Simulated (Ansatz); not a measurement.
# ClFH₂HfO₂: small, medium and large basis sets

The task here is to estimate one member of a computed series from the others.

Program: Ansatz 0.2.0, Gaussian basis. Level of theory: one geometry, several basis sets. These are calculated values, not measurements.

The runs, in order: PBE0-D4/def2-SVP; ωB97M-V/def2-SVP; PBE0-D4/def2-QZVPP; ωB97M-V/def2-QZVPP; the functionals' def2-TZVPP values are taken from earlier runs.

### Structure used throughout

The geometry comes from an earlier relaxation with PBE0-D4 in a triple-zeta def2 set; it is a stationary point, not always the lowest conformer. Hf takes the def2 core potential; no spin-orbit term is included.

SMILES `[OH][Hf]([OH])([F])[Cl]`, 7 atoms, charge 0, spin multiplicity 1.

Atoms are counted from 1 here; the program's logs count them from 0.

Bond lengths: O1–Hf2 1.903 Å, O1–H6 0.951 Å, Hf2–O3 1.903 Å, Hf2–F4 1.909 Å, Hf2–Cl5 2.365 Å, O3–H7 0.951 Å. Angles: Hf2–O1–H6 171.6°, O1–Hf2–O3 111.5°, O1–Hf2–F4 108.5°, O1–Hf2–Cl5 109.5°, O3–Hf2–F4 108.5°, O3–Hf2–Cl5 109.5°, F4–Hf2–Cl5 109.3°, Hf2–O3–H7 172.0°.

Geometry (Å):

```xyz
7

O     0.16826    1.10303    1.26286
Hf   -0.10625   -0.41162    0.14322
O     0.37803   -0.04194   -1.65996
F     0.98585   -1.84073    0.78166
Cl   -2.37886   -1.06130    0.23460
H     0.35565    1.92238    1.70816
H     0.65854    0.26218   -2.51644
```

The first run:

Contents of in.yaml:

```yaml
crystal:
  periodic: [false, false, false]
  atoms:
    - {symbol: O, position_ang: [0.168258, 1.103026, 1.262863]}
    - {symbol: Hf, position_ang: [-0.106249, -0.411616, 0.143218]}
    - {symbol: O, position_ang: [0.378026, -0.041937, -1.659965]}
    - {symbol: F, position_ang: [0.985847, -1.840728, 0.781662]}
    - {symbol: Cl, position_ang: [-2.378864, -1.061303, 0.234602]}
    - {symbol: H, position_ang: [0.355646, 1.922380, 1.708159]}
    - {symbol: H, position_ang: [0.658537, 0.262178, -2.516437]}
basis:
  gaussian: {orbitals: def2-SVP}
hamiltonian: {xc: pbe0, dispersion: d4}
output: {orbitals: {seedname: orbitals}}
```

Among the steps run: PBE0-D4 in def2-SVP; ωB97M-V in def2-SVP; PBE0-D4 in def2-QZVPP; ωB97M-V in def2-QZVPP.

One of the session's tables, all rows but one given; the rest of the session is left out.

It belongs to the step «Functionals by basis». 

```
functional       basis  HOMO (eV)
   PBE0-D4    def2-SVP      -8.88
   PBE0-D4  def2-TZVPP          ?
   PBE0-D4  def2-QZVPP      -9.06
   ωB97M-V    def2-SVP     -11.12
   ωB97M-V  def2-TZVPP     -11.29
   ωB97M-V  def2-QZVPP     -11.35
```

Q: Estimate the row for PBE0-D4, def2-TZVPP from the others.

**Answer.** HOMO (eV): -9.01. In the column «HOMO (eV)» it lies between PBE0-D4, def2-QZVPP (-9.06) and PBE0-D4, def2-SVP (-8.88).
